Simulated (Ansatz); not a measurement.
# CH₄FOY: ionisation energy by level of theory

An exercise on one series of results from a longer session: the logs are not shown, and one member is left open.

Program: Ansatz 0.2.0, Gaussian basis. Level of theory: unrestricted cation, the program's frozen cores in correlated methods. These are calculated values, not measurements.

Levels to be run: UKS PBE-D4/def2-TZVPP; UKS r2SCAN-D4/def2-TZVPP; UKS PBE0-D4/def2-TZVPP; UKS B3LYP-D4/def2-TZVPP; UKS wB97X-V/def2-TZVPP; UKS wB97M-V/def2-TZVPP; UKS B2PLYP/def2-TZVPP; UHF-CCSD(T)/def2-TZVPP; UHF-MP2/def2-QZVPP; extrapolation to the limit; then −ε(HOMO) from the neutral's earlier runs with LDA (SPW92), PBE-D4, revPBE-D4, BLYP-D4, r2SCAN-D4, B97M-V, PBE0-D4, B3LYP-D4, r2SCANh-D4, r2SCAN0-D4, HSE06-D4, BHLYP-D4, CAM-B3LYP-D4, LC-ωPBE, ωB97X-V, ωB97M-V.

## The relaxed structure

The geometry comes from an earlier relaxation with PBE0-D4 in a triple-zeta def2 set; it is a stationary point, not always the lowest conformer. Y takes the def2 core potential; no spin-orbit term is included.

SMILES `[CH3][Y]([OH])[F]`, 8 atoms, charge 0, spin multiplicity 1.

Atoms are counted from 1 here; the program's logs count them from 0.

Bond lengths: C1–Y2 2.365 Å, C1–H5 1.099 Å, C1–H6 1.098 Å, C1–H7 1.098 Å, Y2–O3 2.010 Å, Y2–F4 2.005 Å, O3–H8 0.953 Å. Angles: Y2–C1–H5 111.0°, Y2–C1–H6 113.4°, Y2–C1–H7 113.7°, H5–C1–H6 105.4°, H5–C1–H7 105.9°, H6–C1–H7 106.8°, C1–Y2–O3 114.8°, C1–Y2–F4 115.8°, O3–Y2–F4 123.2°, Y2–O3–H8 170.0°.

Geometry (Å):

```xyz
8
charge 0, multiplicity 1
C    -0.4068   -0.0257   -1.4007
Y     0.8311   -0.1048    0.6125
O    -0.0732    0.7463    2.1931
F     2.1327   -1.6211    0.7762
H    -1.3226   -0.6292   -1.3238
H    -0.7446    0.9854   -1.6657
H     0.1393   -0.4164   -2.2692
H    -0.4636    1.0083    3.0218
```

Set-up of the first run:

in.yaml

```yaml
crystal:
  periodic: [false, false, false]
  atoms:
    - {symbol: C, position_ang: [-0.406850, -0.025684, -1.400699]}
    - {symbol: Y, position_ang: [0.831069, -0.104770, 0.612532]}
    - {symbol: O, position_ang: [-0.073168, 0.746343, 2.193096]}
    - {symbol: F, position_ang: [2.132687, -1.621074, 0.776250]}
    - {symbol: H, position_ang: [-1.322570, -0.629184, -1.323840]}
    - {symbol: H, position_ang: [-0.744599, 0.985426, -1.665742]}
    - {symbol: H, position_ang: [0.139264, -0.416401, -2.269163]}
    - {symbol: H, position_ang: [-0.463634, 1.008345, 3.021766]}
basis:
  gaussian: {orbitals: def2-TZVPP}
total_charge: 1
magnetization: {spin_polarized: true, initial_magnetization: 1}
hamiltonian: {xc: pbe, dispersion: d4}
```

On the command line:

```sh
$ ansatz run in.yaml --threads 2 --pin off --events-out ev --progress --plain --max-ram 32768MiB --backend cpu
```

Among the steps run: Cation, UKS PBE-D4/def2-TZVPP; Cation, UKS r2SCAN-D4/def2-TZVPP; Cation, UKS PBE0-D4/def2-TZVPP; Cation, UKS B3LYP-D4/def2-TZVPP; Cation, UKS wB97X-V/def2-TZVPP; Cation, UKS wB97M-V/def2-TZVPP; Cation, UKS B2PLYP (frozen core)/def2-TZVPP; Cation, UHF-CCSD(T)/def2-TZVPP; Cation, UHF-MP2/def2-QZVPP.

One of the session's tables, all rows but one given; the rest of the session is left out.

It belongs to the step «Ionisation energies side by side». Orbital estimates, from the neutral's runs:

```
  functional  −ε(HOMO) (eV)
 LDA (SPW92)           5.51
      PBE-D4           5.33
   revPBE-D4           5.25
     BLYP-D4           5.21
   r2SCAN-D4           5.52
      B97M-V           5.58
     PBE0-D4           6.58
    B3LYP-D4           6.36
  r2SCANh-D4           6.00
  r2SCAN0-D4           6.72
    HSE06-D4           6.18
    BHLYP-D4           7.73
CAM-B3LYP-D4           7.95
     LC-ωPBE           9.31
     ωB97X-V           8.95
     ωB97M-V              ?
```

**Question.** Estimate the row for ωB97M-V.

**Answer.** −ε(HOMO) (eV): 8.84. In the column «−ε(HOMO) (eV)» it lies between CAM-B3LYP-D4 (7.95) and ωB97X-V (8.95).
